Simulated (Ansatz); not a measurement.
**VWC2 under changes of volume**

One of the cells (9.834 Å³/atom); the others are scaled copies at fixed shape and fractional positions:

```
W V C
1.0
     1.51704    0.87586    4.93389
    -1.51704    0.87586    4.93389
     0.00000   -1.75173    4.93389
W V C
1 1 2
Cartesian
  0.0000 0.0000 0.0000
  0.0000 0.0000 7.4008
  0.0000 0.0000 3.6485
  0.0000 0.0000 11.1532
```

The cell comes from a database or a generator and needn't be the stable form of this composition.

| Item | Value |
| --- | --- |
| Program | Ansatz 0.2.0 |
| Functional | PBE |
| Potentials or basis | Ansatz PAW |
| Cutoff | 420 eV (not typed: the program's choice for these potentials) |
| k mesh | 10 × 10 × 10 |
| Occupations | fermi-dirac, width 0.05 eV |
| Spin | collinear spin, ferromagnetic start |
| Starting moments | [0.0, 2.0, 0.0, 0.0] μB |

```csv
volume (Å³/atom),energy over the lowest point (meV/atom),pressure (GPa),largest force (eV/Å)
9.244,32.95,21.2,0.211
9.440,12.31,12.7,0.101
9.637,1.66,4.9,0.001
9.834,0.00,-2.0,0.094
10.030,6.43,-8.2,0.181
10.227,?,?,?
10.424,40.36,-18.9,0.334
```

Task: What does the run at 10.227 Å³/atom give?

Result: Energy over the lowest point 20.12 meV/atom; pressure -13.9 GPa; largest force 0.260 eV/Å.

Worked out: A Birch-Murnaghan fit of order 3 (a polynomial in V^(-2/3)) to the other rows has its minimum at 9.77 Å³/atom with B0 = V·E''(V) = 338 GPa and B' = 4.4 at fixed shape and positions, which overstates the stiffness. It gives 20.13 meV/atom at 10.227 Å³/atom, against the run's 20.12, and -dE/dV = -13.9 GPa, against -13.9.

Energies are extrapolated to zero smearing.

Caveats: the starting moments weren't kept.
